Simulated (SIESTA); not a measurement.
**Mg5Ge under changes of volume**

One of the cells (21.920 Å³/atom); the others are scaled copies at fixed shape and fractional positions:

```xyz
6
Lattice="2.7250 1.5733 5.1130 -2.7250 1.5733 5.1130 0.0000 -3.1465 5.1130" Properties=species:S:1:pos:R:3 pbc="T T T"
Ge    0.0000    0.0000    0.0000
Mg    0.0000    0.0000    5.1062
Mg    0.0000    0.0000   10.2328
Mg    0.9233    1.5993    7.6695
Mg   -1.8467    0.0000    7.6695
Mg    0.9233   -1.5993    7.6695
```

The cell comes from a database or a generator and needn't be the stable form of this composition.

* Program: SIESTA 5.4.2
* Functional: PBEsol
* Potentials or basis: PseudoDojo 0.4 standard (PBEsol files)
* Basis: DZP (energy shift 0.003 Ry; two zetas on semicore shells)
* Grid cutoff: 800 Ry
* Energy shift: 0.003 Ry
* k mesh: 6 × 6 × 6
* Occupations: fermi-dirac, width 0.05 eV
* Spin: no spin polarisation

| volume (Å³/atom) | energy over the lowest point (meV/atom) | pressure (GPa) | largest force (eV/Å) |
| --- | --- | --- | --- |
| 20.201 | 15.69 | 3.5 | 0.056 |
| 20.630 | 7.92 | 2.4 | 0.051 |
| 21.060 | 2.89 | 1.4 | 0.046 |
| 21.920 | 0.00 | -0.3 | 0.039 |
| 22.350 | ? | ? | ? |
| 22.779 | 5.30 | -1.6 | 0.033 |

Q: What does the run at 22.350 Å³/atom give?

A: Energy over the lowest point 1.72 meV/atom; pressure -1.0 GPa; largest force 0.036 eV/Å.

Worked out: A Birch-Murnaghan fit of order 3 (a polynomial in V^(-2/3)) to the other rows has its minimum at 21.77 Å³/atom with B0 = V·E''(V) = 40 GPa and B' = 3.9 at fixed shape and positions, which overstates the stiffness. It gives 1.73 meV/atom at 22.350 Å³/atom, against the run's 1.72, and -dE/dV = -1.0 GPa, against -1.0.

Energies are extrapolated to zero smearing.

Caveats: the basis of atomic orbitals isn't converged, which shifts pressures, moduli and gaps.
